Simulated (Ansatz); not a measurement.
Ta3AsAu2O13:

```xyz
19
Lattice="5.8867 0.0000 0.0000 2.1999 5.9141 0.0000 1.8511 1.7387 7.5612" Properties=species:S:1:pos:R:3 pbc="T T T"
Ta    3.5277    1.3160    4.4372
Ta    8.4178    4.9827    5.7729
Ta    1.3628    1.9465    1.4293
As    2.4231    5.3064    0.2074
Au    3.4839    4.6592    2.8842
Au    6.1205    3.7050    4.3004
O     2.5978    3.8074    1.2502
O     5.5381    0.8840    0.8829
O     5.2555    7.1547    6.3269
O     8.6768    6.4960    6.9563
O     6.8740    5.5793    4.1349
O     3.0284    3.4459    4.4876
O     3.9928    5.7779    1.3008
O     5.2710    1.9508    4.6573
O     3.4494    3.9716    7.1031
O     2.8087    1.6387    2.7018
O     3.9884    5.7860    4.4874
O     6.7104    4.2028    6.1533
O     6.0937    3.0477    2.3580
```

The cell was built by a generator and needn't be a form met in nature.

* Program: Ansatz 0.2.0
* Task: relaxation of cell and atoms
* Functional: r2SCAN
* Potentials or basis: Ansatz PAW
* Cutoff: 500 eV (not typed: the program's choice for these potentials)
* k mesh: 4 × 4 × 3
* Occupations: fermi-dirac, width 0.05 eV
* Spin: no spin polarisation

At the start: volume 13.85 Å³/atom.

How do energy, volume and symmetry change on relaxing?

It ends after 11 steps and the volume is 13.13 Å³/atom (-5.2 %); space group P1 (No. 1, to 0.05 Å).

The path:
| step | energy change (eV) | largest force (eV/Å) | volume (Å³) |
| --- | --- | --- | --- |
| 1 | 0.0000 | 0.6657 | 263.24 |
| 2 | -0.1455 | 0.4544 | 250.20 |
| 3 | -0.1715 | 0.1843 | 252.12 |
| 4 | -0.1809 | 0.1012 | 250.92 |
| 5 | -0.1845 | 0.0507 | 250.06 |
| 6 | -0.1852 | 0.0238 | 249.92 |
| 7 | -0.1856 | 0.0236 | 249.62 |
| 8 | -0.1857 | 0.0300 | 249.46 |
| 9 | -0.1857 | 0.0145 | 249.41 |
| 10 | -0.1857 | 0.0045 | 249.47 |
| 11 | -0.1780 | 0.0046 | 249.47 |

Final structure:
```cif
data_structure
_symmetry_space_group_name_H-M 'P 1'
_symmetry_Int_Tables_number 1
_cell_length_a 5.7530
_cell_length_b 6.2202
_cell_length_c 7.9296
_cell_angle_alpha 73.046
_cell_angle_beta 75.305
_cell_angle_gamma 68.756
_cell_volume 249.47
loop_
_atom_site_label
_atom_site_type_symbol
_atom_site_fract_x
_atom_site_fract_y
_atom_site_fract_z
_atom_site_occupancy
Ta1 Ta 0.39481 0.05161 0.58412 1
Ta2 Ta 0.95085 0.62707 0.76411 1
Ta3 Ta 0.07237 0.27617 0.18628 1
As1 As 0.06346 0.89188 0.02876 1
Au1 Au 0.22489 0.67721 0.37812 1
Au2 Au 0.69349 0.44890 0.57375 1
O1 O 0.16412 0.59883 0.16461 1
O2 O 0.85342 0.11858 0.12138 1
O3 O 0.26297 0.96391 0.83567 1
O4 O 0.86333 0.83021 0.92776 1
O5 O 0.70914 0.77443 0.54515 1
O6 O 0.18108 0.40882 0.59217 1
O7 O 0.28164 0.92881 0.16588 1
O8 O 0.66016 0.13194 0.62036 1
O9 O 0.14636 0.39815 0.93538 1
O10 O 0.30646 0.17431 0.35280 1
O11 O 0.19517 0.80651 0.59015 1
O12 O 0.70591 0.46852 0.81794 1
O13 O 0.77035 0.42414 0.31561 1
```

Caveat: the plane-wave basis is chosen anew once the cell has moved, so the energies of steps on either side of that aren't comparable; the PAW data sets come from PBE, with cores solved anew for the run's functional, which leaves a small shift of forces and pressure.
